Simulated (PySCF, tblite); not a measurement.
# AlBH₆O₆Si, a fragment of a glass network (3-ring): NMR shifts, core binding energies and electronic excitations

Aim: the NMR shifts, core binding energies and electronic excitations of `OB1O[SiH2][O][Al-]([OH])([OH])[OH+]1`. It is drawn as: Al B3 Si, H ends, O bridges.

Computed with tblite 0.8.0 and PySCF 2.14.0; each step states its level. No surroundings beyond the atoms listed, unless a continuum is named. Atoms count from 0, parts from 1.

### 1 Starting point

15 atoms, charge 0, multiplicity 1; geometry: distance geometry start.

### 2 Geometry optimisation with GFN2-xTB

The job: settings as JSON, then the geometry in Å.

```
{"job": {"kind": "relax", "xc": "GFN2-xTB", "basis": "xTB"}, "charge": 0, "multiplicity": 1}
O     -1.625279     2.037464     0.567453
B     -0.260147     1.788868     1.115818
O      0.858024     1.797158     0.118643
Si     1.383387     0.411001    -0.866729
O      0.859914    -1.066715    -0.034703
Al    -0.035418    -1.036801     1.630603
O     -1.748408    -1.761384     1.431609
O      0.957254    -1.991329     2.886377
O     -0.168036     0.740755     2.192676
H     -2.362619     2.440508     1.068913
H      2.798038     0.411239    -0.995207
H      0.751088     0.476130    -2.155938
H     -2.271441    -1.753847     0.593299
H      0.549386    -2.519111     3.598663
H     -0.709146     0.894158     2.975032
```

With the program's defaults for keys left out, this is: GFN2-xTB geometry optimisation, gas phase.

On the command line:

```bash
$ OMP_NUM_THREADS=1 python cluster_run.py task.json out
```

One launch serves the whole session: the jobs run in the order shown.

What it wrote:

```text
step      E/eV     max force
  0    -865.84919    4.742
  1    -867.27590    3.137
  2    -867.80753    6.685
  3    -868.46838    1.313
  4    -868.64289    1.072
  5    -868.87250    1.114
  6    -868.93163    0.550
  7    -868.96876    0.466
  8    -869.02693    0.667
  9    -869.06184    0.597
 10    -869.11792    0.707
 11    -869.15813    0.638
 12    -869.19780    0.634
 13    -869.22303    0.407
 14    -869.23742    0.365
 15    -869.24674    0.301
 16    -869.25449    0.320
 17    -869.26440    0.295
 18    -869.27803    0.308
 19    -869.29101    0.384
 20    -869.30376    0.332
 21    -869.31323    0.253
 22    -869.32148    0.227
 23    -869.32991    0.341
 24    -869.33991    0.440
 25    -869.34948    0.422
 26    -869.35700    0.287
 27    -869.36207    0.499
 28    -869.37107    0.248
 29    -869.38533    0.234
 30    -869.39756    0.243
 31    -869.40603    0.249
 32    -869.41317    0.254
 33    -869.42044    0.421
 34    -869.42803    0.259
 35    -869.43330    0.227
 36    -869.44172    0.284
 37    -869.44541    0.184
 38    -869.45026    0.214
 39    -869.45303    0.117
 40    -869.45623    0.204
 41    -869.46087    0.206
 42    -869.46470    0.161
 43    -869.46745    0.232
 44    -869.46923    0.138
 45    -869.47118    0.091
 46    -869.47298    0.140
 47    -869.47433    0.129
 48    -869.47600    0.112
 49    -869.47726    0.084
 50    -869.47892    0.154
 51    -869.48063    0.195
 52    -869.48258    0.194
 53    -869.48458    0.120
 54    -869.48668    0.127
 55    -869.48868    0.156
 56    -869.48991    0.119
 57    -869.49141    0.233
 58    -869.49252    0.194
 59    -869.49549    0.128
 60    -869.49729    0.148
 61    -869.50002    0.135
 62    -869.50133    0.100
 63    -869.50258    0.103
 64    -869.50425    0.122
 65    -869.50694    0.165
 66    -869.51005    0.176
 67    -869.51281    0.125
 68    -869.51470    0.126
 69    -869.51579    0.137
 70    -869.51726    0.118
 71    -869.51878    0.079
 72    -869.51988    0.082
 73    -869.52089    0.075
 74    -869.52184    0.073
 75    -869.52254    0.059
 76    -869.52290    0.053
 77    -869.52315    0.047
 78    -869.52351    0.046
 79    -869.52409    0.059
 80    -869.52486    0.066
 81    -869.52565    0.068
 82    -869.52628    0.049
 83    -869.52663    0.036
 84    -869.52678    0.032
 85    -869.52689    0.031
 86    -869.52703    0.032
 87    -869.52724    0.046
 88    -869.52749    0.046
 89    -869.52766    0.026
 90    -869.52774    0.018
 91    -869.52779    0.017
 92    -869.52784    0.022
 93    -869.52790    0.019
 94    -869.52795    0.020
 95    -869.52799    0.019
 96    -869.52802    0.013
 97    -869.52805    0.017
 98    -869.52808    0.013
 99    -869.52810    0.011
100    -869.52811    0.010
101    -869.52813    0.010
102    -869.52815    0.015
103    -869.52817    0.015
104    -869.52820    0.016
105    -869.52823    0.014
106    -869.52825    0.009
107    -869.52826    0.008
108    -869.52827    0.010
109    -869.52828    0.009
110    -869.52829    0.009
111    -869.52830    0.008
112    -869.52831    0.010
113    -869.52832    0.011
114    -869.52833    0.014
115    -869.52834    0.012
116    -869.52834    0.007
```

Run time: 1.9 s. Hardware: 1 thread of Arm Neoverse V1, shared host.

Along the way:

```
step  energy from step 0 (eV)  largest force (eV/Å)
   0                   0.0000                4.7415
   4                  -2.7937                1.0723
   8                  -3.1777                0.6669
  12                  -3.3486                0.6331
  16                  -3.4053                0.3192
  20                  -3.4546                0.3315
  24                  -3.4907                0.4397
  28                  -3.5219                0.2484
  32                  -3.5640                0.2536
  36                  -3.5925                0.2845
  40                  -3.6070                0.2037
  44                  -3.6200                0.1385
  48                  -3.6268                0.1120
  52                  -3.6334                0.1938
  56                  -3.6407                0.1183
  60                  -3.6481                0.1486
  64                  -3.6551                0.1222
  68                  -3.6655                0.1257
  72                  -3.6707                0.0819
  76                  -3.6737                0.0538
  80                  -3.6757                0.0658
  84                  -3.6776                0.0315
  88                  -3.6783                0.0463
  92                  -3.6786                0.0220
  96                  -3.6788                0.0127
 100                  -3.6789                0.0100
 104                  -3.6790                0.0165
 108                  -3.6791                0.0100
 112                  -3.6791                0.0104
 116                  -3.6791                0.0066
```

Close pairs (by a distance rule), those that changed most:

```
  bond  before (Å)  after (Å)  change (Å)
Al5–O6       1.871      1.658      -0.212
Al5–O7       1.864      1.659      -0.205
 B1–O2       1.498      1.308      -0.190
Si3–O4       1.775      1.590      -0.185
O4–Al5       1.891      1.735      -0.156
 O0–B1       1.492      1.353      -0.139
O2–Si3       1.780      1.664      -0.116
 B1–O8       1.506      1.420      -0.086
```

### 3 Geometry optimisation at PBE0-D3(BJ)/def2-SVP

The job: settings as JSON, then the geometry in Å.

```
{"job": {"xc": "PBE0", "basis": "def2-SVP", "d3": "d3bj", "grid": 2, "kind": "geom", "shake": 0.01}, "charge": 0, "multiplicity": 1}
O     -0.793856     2.792392     0.264001
B     -0.280641     1.614154    -0.059040
O      0.567088     1.501424    -1.042691
Si     1.407451     0.185484    -1.673489
O      0.938661    -1.118968    -0.866338
Al    -0.135812    -1.379406     0.478141
O     -1.631348    -1.978496     0.131675
O      0.572265    -1.666849     1.957152
O     -0.649747     0.475793     0.709134
H     -1.443201     2.858827     0.991327
H      2.773066     0.493180    -1.442551
H      0.898103     0.131808    -3.038326
H     -2.231757    -2.617460    -0.262676
H      1.304275    -1.872620     2.482709
H     -1.305471     0.555366     1.385641
```

What it wrote:

```text
step   0  E = -1010.88574402  max force = 0.036160
step   1  E = -1010.89901011  max force = 0.009157
step   2  E = -1010.89974735  max force = 0.004218
step   3  E = -1010.90049767  max force = 0.005549
step   4  E = -1010.90118106  max force = 0.005696
step   5  E = -1010.90157747  max force = 0.002498
step   6  E = -1010.90186900  max force = 0.002048
step   7  E = -1010.90207760  max force = 0.003008
step   8  E = -1010.90259601  max force = 0.006631
step   9  E = -1010.90297502  max force = 0.004096
step  10  E = -1010.90342588  max force = 0.001916
step  11  E = -1010.90351964  max force = 0.002319
step  12  E = -1010.90365150  max force = 0.001685
step  13  E = -1010.90376723  max force = 0.001414
step  14  E = -1010.90386287  max force = 0.001276
step  15  E = -1010.90394163  max force = 0.001635
step  16  E = -1010.90399475  max force = 0.001354
step  17  E = -1010.90402693  max force = 0.000695
step  18  E = -1010.90403867  max force = 0.000439
optimisation converged
```

Wall time 5.7 min (1 thread of Arm Neoverse V1, shared host); peak memory 0.8 GiB.

The steps of the relaxation:

```
step  energy from step 0 (eV)  largest force component (eV/Å)
   0                   0.0000                          1.8594
   1                  -0.3610                          0.4709
   2                  -0.3811                          0.2169
   3                  -0.4015                          0.2853
   4                  -0.4201                          0.2929
   5                  -0.4309                          0.1285
   6                  -0.4388                          0.1053
   7                  -0.4445                          0.1547
   8                  -0.4586                          0.3410
   9                  -0.4689                          0.2106
  10                  -0.4811                          0.0985
  11                  -0.4837                          0.1192
  12                  -0.4873                          0.0866
  13                  -0.4904                          0.0727
  14                  -0.4930                          0.0656
  15                  -0.4952                          0.0841
  16                  -0.4966                          0.0696
  17                  -0.4975                          0.0357
  18                  -0.4978                          0.0226
```

Close pairs (by a distance rule), those that changed most:

```
   bond  before (Å)  after (Å)  change (Å)
 Al5–O6       1.648      1.728      +0.080
Si3–H10       1.419      1.487      +0.069
 Al5–O7       1.665      1.711      +0.046
 O7–H13       0.924      0.958      +0.033
  B1–O2       1.303      1.334      +0.031
Si3–H11       1.458      1.487      +0.029
 O8–H14       0.945      0.972      +0.026
  O0–B1       1.325      1.350      +0.025
```

The final coordinates are the input of the step that follows.

```
                         at the end point                value
  point group (found at 0.08 Å tolerance)                   C1
rotational constants (GHz, main isotopes)  1.517, 0.985, 0.719
                        dipole moment (D)                 2.44
```

### 4 NMR shieldings: PBE0/pcSseg-1

The job: settings as JSON, then the geometry in Å.

```
{"job": {"kind": "nmr", "xc": "PBE0", "basis": "pcSseg-1"}, "charge": 0, "multiplicity": 1}
O     -1.008412     2.824308     0.098157
B     -0.320015     1.670372    -0.034272
O      0.759330     1.582441    -0.813656
Si     1.546721     0.256707    -1.522699
O      1.011130    -1.097321    -0.800033
Al    -0.125103    -1.349827     0.493543
O     -1.775664    -1.756339     0.184503
O      0.508684    -1.942015     1.968355
O     -0.737384     0.505341     0.673892
H     -1.702709     2.822943     0.761898
H      2.999569     0.489634    -1.305876
H      1.210903     0.297755    -2.970976
H     -2.135422    -2.623670     0.373471
H      1.447656    -2.068520     2.108603
H     -1.690315     0.362898     0.798246
```

With the program's defaults for keys left out, this is: GIAO PBE0/pcSseg-1 NMR shielding, non-relativistic, gas phase.

What it wrote:

```text
coarse grid: 14576 points
cycle   1  E = -1010.8151729813  dE =  1.384e+00  |g| = 1.593e+00  |ddm| = 3.648e+00
cycle   2  E = -1010.2669523253  dE =  5.482e-01  |g| = 2.345e+00  |ddm| = 2.527e+00
cycle   3  E = -1011.2528514672  dE = -9.859e-01  |g| = 1.746e-01  |ddm| = 1.724e+00
cycle   4  E = -1011.2570001369  dE = -4.149e-03  |g| = 8.788e-02  |ddm| = 1.381e-01
cycle   5  E = -1011.2582483493  dE = -1.248e-03  |g| = 1.403e-02  |ddm| = 4.876e-02
cycle   6  E = -1011.2582723935  dE = -2.404e-05  |g| = 7.373e-03  |ddm| = 1.168e-02
cycle   7  E = -1011.2582816899  dE = -9.296e-06  |g| = 8.965e-04  |ddm| = 4.567e-03
final grid: 134504 points
cycle   8  E = -1011.3661566606  dE = -3.902e-05  |g| = 1.198e-02  |ddm| = 1.803e-02
cycle   9  E = -1011.3661309699  dE =  2.569e-05  |g| = 1.721e-02  |ddm| = 1.568e-02
cycle  10  E = -1011.3661796468  dE = -4.868e-05  |g| = 8.805e-04  |ddm| = 9.643e-03
cycle  11  E = -1011.3661797619  dE = -1.151e-07  |g| = 3.260e-04  |ddm| = 6.057e-04
cycle  12  E = -1011.3661797790  dE = -1.708e-08  |g| = 5.510e-05  |ddm| = 1.785e-04
cycle  13  E = -1011.3661797794  dE = -4.234e-10  |g| = 2.608e-05  |ddm| = 5.129e-05
converged SCF energy = -1011.3661797794

GIAO shielding tensors (ppm)
atom      isotropic    diamagn.    paramagn.     s11        s22        s33       span
  0 O      236.942     384.199    -147.257    160.324    266.999    283.502    123.179
  1 B       84.965     197.328    -112.364     63.255     84.658    106.981     43.726
  2 O      209.892     399.762    -189.870    154.738    228.218    246.721     91.984
  3 Si     382.767     879.521    -496.754    356.335    382.480    409.486     53.151
  4 O      264.210     401.968    -137.758    215.449    252.636    324.543    109.094
  5 Al     498.631     796.732    -298.101    432.593    514.016    549.284    116.692
  6 O      324.105     390.681     -66.576    299.611    306.162    366.543     66.932
  7 O      320.954     389.446     -68.492    298.775    307.595    356.493     57.718
  8 O      239.312     400.645    -161.333    203.593    225.859    288.485     84.892
  9 H       28.242      30.955      -2.713     21.428     25.042     38.256     16.828
 10 H       26.237      28.296      -2.059     22.893     23.553     32.265      9.371
 11 H       26.172      28.323      -2.151     22.901     23.543     32.072      9.171
 12 H       30.737      31.318      -0.581     22.084     23.674     46.455     24.371
 13 H       30.386      32.023      -1.637     21.989     24.460     44.709     22.720
 14 H       26.959      33.968      -7.009     17.230     26.063     37.584     20.355
```

Wall time 39 s (1 thread of Arm Neoverse V1, shared host); peak memory 0.93 GiB.

Shifts follow as δ = σ(reference) − σ, with reference shieldings (ppm) from runs at the same level and on the same kind of geometry: 1H TMS 31.27, 29Si TMS 352.0, 17O H2O 334.6, 11B BF3·OEt2 100.7, 27Al AlH4- 489.3. The references are single molecules in the gas phase, so shifts against H2O, NH3, PH3, H3PO4 or CFCl3 are not on the usual liquid scales and can be off by tens of ppm. Shifts against hydride references such as AlH4− lie on their own scale.

```
atoms                                                environment  σ (ppm)  δ (ppm)
  H11  hydrogen on a silicon bonded to 2 O, in a 6-membered ring    26.17     5.09
  H10  hydrogen on a silicon bonded to 2 O, in a 6-membered ring    26.24     5.03
  H14               hydrogen on a donor oxygen of a Lewis adduct    26.96     4.31
   H9                          hydrogen on an oxygen bonded to B    28.24     3.03
  H13                         hydrogen on an oxygen bonded to Al    30.39     0.88
  H12                         hydrogen on an oxygen bonded to Al    30.74     0.53
   O2               oxygen bonded to B, Si, in a 6-membered ring    209.9    124.7
   O0                                      oxygen bonded to B, H    236.9     97.6
   O8                             donor oxygen of a Lewis adduct    239.3     95.2
   O4              oxygen bonded to Al, Si, in a 6-membered ring    264.2     70.4
   O7                                     oxygen bonded to Al, H    321.0     13.6
   O6                                     oxygen bonded to Al, H    324.1     10.5
   B1                  boron bonded to 3 O, in a 6-membered ring     85.0     15.8
  Si3           silicon bonded to 2 O, 2 H, in a 6-membered ring    382.8    -30.8
  Al5              aluminium bonded to 4 O, in a 6-membered ring    498.6     -9.3
```

Charges from the same density, by scheme (e):

```
atoms  Mulliken    IAO  Hirshfeld  ESP fit
   O0     -0.38  -0.53      -0.25    -0.71
   B1      0.72   0.63       0.33     0.94
   O2     -0.62  -0.63      -0.27    -0.60
  Si3      1.03   1.20       0.46     0.90
   O4     -0.83  -0.91      -0.39    -0.77
  Al5      1.21   1.31       0.56     1.30
   O6     -0.70  -0.85      -0.41    -0.94
   O7     -0.65  -0.83      -0.41    -0.92
   O8     -0.56  -0.55      -0.16    -0.69
```

Mayer bond orders: O0–B1 1.26, B1–O2 1.19, O2–Si3 0.80, Si3–O4 1.07, O4–Al5 0.72, Al5–O6 0.89, Al5–O7 1.00, Al5–O8 0.31, O8–B1 0.84.

Ring of atoms B1, O2, Si3, O4, Al5, O8: NICS(0) -2.9, NICS(1) -0.9, NICS(1)zz 2.4 ppm (means of both faces). The ring holds saturated atoms, so no π current runs round it: these values come from its σ bonds, any local π bonds and neighbouring rings, and say nothing of aromaticity.

Orbitals, density, ELF and potential are computed afterwards from the orbital file.

Frontier orbitals at PBE0/pcSseg-1, with the share of their density that lies nearest to each atom:

```
orbital  energy (eV)                                     lies on
   HOMO        -8.33  O4 32 %; O6 20 %; H10, H11 about 13 % each
   LUMO        -0.06                   H14 28 %; H9 21 %; O8 9 %
```

ELF in a plane through or near 5 of the atoms.

Ten even steps from '0' (0.00) to '9' (1.00):
```
0000000000000000000000000000
0000000000000000000000000000
0000000011100000000000000000
0000001699961000000000000000
0000004999991000000000000000
0000004999982135300000000000
0000000588523567510000000000
0000000022003677512443200000
0000013678741354001676410000
0000037856750010361365310000
0000014678832576000111000000
0000000021818428500000000000
0000024678327667300000000000
0000158863721578500000000000
0000047878850024200000000000
0000001269981000000000000000
0000000036850000000000000000
0000000000000000000000000000
0000000000000000000000000000
0000000000000000000000000000
```
The map spans 11.0 Å across and 11.0 Å up, centred on the molecule. Atoms in the plane (x, y in Å): O0 (-2.1, -2.1), B1 (-1.4, -1.0), O2 (-1.9, 0.2), O8 (0.1, -1.1), H9 (-1.6, -2.9).

log10 of the density (e/Å³) in the same plane.

Ten even steps from '0' (-4.0) to '9' (1.7):
```
0000000000000000000000000000
0000000011110000000000000000
0000001222221100000000000000
0000012344433221100000000000
0000123456654333321100000000
0000123566665555432221100000
0000123566666666544333210000
0000124556666666655554421000
0000234677665556666665432100
0000245789765555786665432100
0000235677766666565554431100
0000134566877887654443321000
0000245677767887544332110000
0001346798765666542221000000
0000245777754444321100000000
0000134566653222100000000000
0000012344432100000000000000
0000000112210000000000000000
0000000000000000000000000000
0000000000000000000000000000
```
The map spans 11.0 Å across and 11.0 Å up, centred on the molecule. Atoms in the plane (x, y in Å): O0 (-2.1, -2.1), B1 (-1.4, -1.0), O2 (-1.9, 0.2), O8 (0.1, -1.1), H9 (-1.6, -2.9).

On the surface of density 0.002 e/bohr³ the electrostatic potential runs, from the 1st to the 99th percentile, from -1.71 V near O7 to 3.19 V near H9.

[end of part 1 of 2]
